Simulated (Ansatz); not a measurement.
# Ni: the cost of one run

Computed with Ansatz 0.2.0 (DFT r2SCAN, scalar-relativistic, plane waves, PAW, unless a step's input says otherwise).

1 further run of the same task is left out (set aside as unsound or not needed).

### 1 The system as given

Symmetry: Im-3m, No. 229, cubic system. The conventional cell has a = 2.767 Å, b = 2.767 Å, c = 2.767 Å, α = 90.00°, β = 90.00°, γ = 90.00°. Ni (site symmetry m-3m) has 8 Ni at 2.40 Å as nearest neighbours.

As a file:

```
CELL_PARAMETERS angstrom
-1.38372 1.38372 1.38372
1.38372 -1.38372 1.38372
1.38372 1.38372 -1.38372
ATOMIC_POSITIONS crystal
Ni 0.00000 0.00000 0.00000
```

The structure comes from the Materials Project (structure only).

### 2 Probe: one point at the start

input.yaml

```yaml
crystal:
  lattice:
    - [-1.38371547, 1.38371547, 1.38371547]
    - [1.38371547, -1.38371547, 1.38371547]
    - [1.38371547, 1.38371547, -1.38371547]
  atoms:
    - { symbol: Ni, position: [0.0, 0.0, 0.0], spin: 2.0 }
basis:
  ecutwfc: 500
kpoints:
  mp_grid: { grid: [10, 10, 10] }
hamiltonian:
  xc: r2scan
scf:
  occupations: { method: gaussian, width: 0.1 }
  lower_state_search: "off"
output:
  forces: true
  stress: true
  eigenvalues: true
  populations: true
magnetization:
  spin_polarized: true
```

Launch:

```bash
$ ansatz run input.yaml --threads 1 --pin off --max-ram 2560MiB --backend cpu --events-out ev --progress --plain --runs-dir out
```

Q: Estimate wall time and peak memory on 1 thread of Intel Xeon at 2.50GHz (Skylake/Cascade Lake), shared host.

About 7.2 s, with a peak of 0.32 GiB.
